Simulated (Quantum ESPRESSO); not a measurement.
# Hf2F: zone-centre phonons under several settings

```
CELL_PARAMETERS angstrom
3.59857 0.00000 0.00000
-1.79929 3.11646 0.00000
0.00000 0.00000 5.01510
ATOMIC_POSITIONS crystal
Hf 0.00000 0.00000 0.13565
Hf 0.66667 0.33333 0.51179
F 0.00000 0.00000 0.63341
```

The cell was built by a generator and needn't be a form met in nature.

All runs used Quantum ESPRESSO 7.5; k mesh 4 × 4 × 4, shifted; relaxed cell; no spin polarisation; cutoff 1143 eV; occupations fermi-dirac, width 0.05 eV.

| level | potentials | volume (Å³/atom) | pressure (GPa) | lowest optical mode without the field (cm⁻¹) | highest optical mode without the field (cm⁻¹) |
| --- | --- | --- | --- | --- | --- |
| PBE | PseudoDojo 0.4.1 SR PBE standard | 18.41 | 1.0 | 79 | 295 |
| PBEsol | PseudoDojo 0.4.1 SR PBEsol standard | 17.62 | 0.8 | 78 | 320 |
| PW91 | PseudoDojo 0.4.1 SR PBE standard | ? | 1.0 | ? | ? |
| RPBE | PseudoDojo 0.4.1 SR PBE standard | 18.94 | 1.2 | 79 | 275 |
| vdW-DF-cx | PseudoDojo 0.4.1 SR PBE standard | 17.75 | 0.9 | 78 | 320 |

Problem. What stands in the row left open?

Solution. Volume 18.33 Å³/atom; lowest optical mode without the field 79 cm⁻¹; highest optical mode without the field 297 cm⁻¹.

Caveats: all runs use coarse meshes; the mesh is thin for the phonons of a metal; an odd number of electrons without spin polarisation forces a metal; a magnetic or distorted state may lie lower; the potentials were made for another functional, which shifts forces and pressure (some runs).

For the row left open. Caveat: the k mesh is coarse (spacing up to 0.50 Å⁻¹), so the values aren't converged; the mesh is thin for the phonons of a metal; the potentials were made for another functional, which shifts forces and pressure; an odd number of electrons without spin polarisation forces a metal; a magnetic or distorted state may lie lower.
